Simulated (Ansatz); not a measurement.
# EuCuBi: the cost of one run

All numbers are computed with Ansatz 0.2.0, driven from Python. Level of theory: DFT r2SCAN, plane waves, PAW.

### Step 1. The structure

The structure is hexagonal, space group P6_3/mmc (No. 194). The conventional cell has a = 4.668 Å, b = 4.668 Å, c = 8.587 Å, α = 90.00°, β = 90.00°, γ = 120.00°. Around Eu (site symmetry -3m) lie 6 Cu at 3.45 Å and 6 Bi at 3.45 Å. Cu (site symmetry -6m2) has 3 Bi at 2.70 Å and 6 Eu at 3.45 Å in its first shell of neighbours. Bi (site symmetry -6m2) is surrounded by 3 Cu at 2.70 Å and 6 Eu at 3.45 Å.

The script holds or builds the structure itself.

### Step 2. The script

The input, run_eos.py:

```python
"""Energy against volume for EuCuBi, with a fit."""

import ansatz
import numpy as np
from scipy.optimize import curve_fit

vectors0 = np.array([
    [4.668052, 0.0, 0.0],
    [-2.334026, 4.042652, 0.0],
    [0.0, 0.0, 8.587256],
])
sites = [
    ("Eu", (0.0, 0.0, 0.5), 7),
    ("Eu", (0.0, 0.0, 0.0), 7),
    ("Cu", (1 / 3, 2 / 3, 0.75), 0.0),
    ("Cu", (2 / 3, 1 / 3, 0.25), 0.0),
    ("Bi", (2 / 3, 1 / 3, 0.75), 0.0),
    ("Bi", (1 / 3, 2 / 3, 0.25), 0.0),
]


def crystal_on(cell):
    crystal = ansatz.Crystal(lattice=ansatz.Lattice.of(cell))
    for symbol, position, moment in sites:
        crystal = crystal.atom(symbol, position, moment=moment or None)
    return crystal

def vinet(v, e0, v0, b0, b1):
    eta = (v / v0) ** (1 / 3)
    return e0 + 2 * b0 * v0 / (b1 - 1) ** 2 * (2 - (5 + 3 * b1 * (eta - 1) - 3 * eta) * np.exp(-1.5 * (b1 - 1) * (eta - 1)))

# uniform scaling of the cell
volumes, energies, pressures = [], [], []
for scale in np.linspace(0.88, 1.12, 7):
    cell = vectors0 * scale ** (1 / 3)
    job = (
        crystal_on(cell).calculation()
        .functional("r2scan")
        .basis(45 * ansatz.Ry)
        .occupations("fermi_dirac", width=0.1)
        .spin("collinear")
        .scf(tolerance=1e-10)
        .kpoints(7, 7, 3)
        .stress()
    )
    rep = job.run(threads=1, backend="cpu").report
    volumes.append(abs(np.linalg.det(cell)) / len(sites))
    energies.append(rep["free_energy_ev"] / len(sites))
    pressures.append(np.trace(rep["stress_gpa"]) / 3)
    print(f"V = {volumes[-1]:8.4f} A^3/atom  F = {energies[-1]:.5f} eV/atom  P = {pressures[-1]:8.3f} GPa")

guess = (min(energies), volumes[int(np.argmin(energies))], 0.5, 4.5)
(e0, v0, b0, b1), _ = curve_fit(vinet, np.array(volumes), np.array(energies), p0=guess, maxfev=20000)
print(f"Vinet fit: V0 = {v0:.4f} A^3/atom, B0 = {160.21766 * b0:.1f} GPa, B1 = {b1:.2f}")
print("largest residual", round(1000 * float(np.abs(vinet(np.array(volumes), e0, v0, b0, b1) - energies).max()), 3), "meV/atom")
```

### Step 3. The calls as engine input

The package turns the script's settings into the engine's input (first run):

```yaml
crystal:
  lattice:
    - [4.473319409320329, 0.0, 0.0]
    - [-2.2366597046601644, 3.874008613598916, 0.0]
    - [0.0, 0.0, 8.229029783216307]
  atoms:
    - { symbol: Eu, position: [0.0, 0.0, 0.5], spin: 7.0 }
    - { symbol: Eu, position: [0.0, 0.0, 0.0], spin: 7.0 }
    - { symbol: Cu, position: [0.3333333333333333, 0.6666666666666666, 0.75] }
    - { symbol: Cu, position: [0.6666666666666666, 0.3333333333333333, 0.25] }
    - { symbol: Bi, position: [0.6666666666666666, 0.3333333333333333, 0.75] }
    - { symbol: Bi, position: [0.3333333333333333, 0.6666666666666666, 0.25] }
basis:
  ecutwfc: 612.25619053473
kpoints:
  mp_grid:
    grid: [7, 7, 3]
hamiltonian:
  xc: r2scan
magnetization:
  spin_polarized: true
scf:
  convergence:
    dr2_threshold: 1.0e-10
  occupations:
    method: fermi_dirac
    width: 0.1
output:
  stress: true
```

### Step 4. Running it

On the command line:

```sh
python run_eos.py
```

**Question.** How long does this script take on 1 thread of Arm Neoverse V2, shared host, and how much memory does it need?

About 20 min, with a peak of 1.4 GiB.
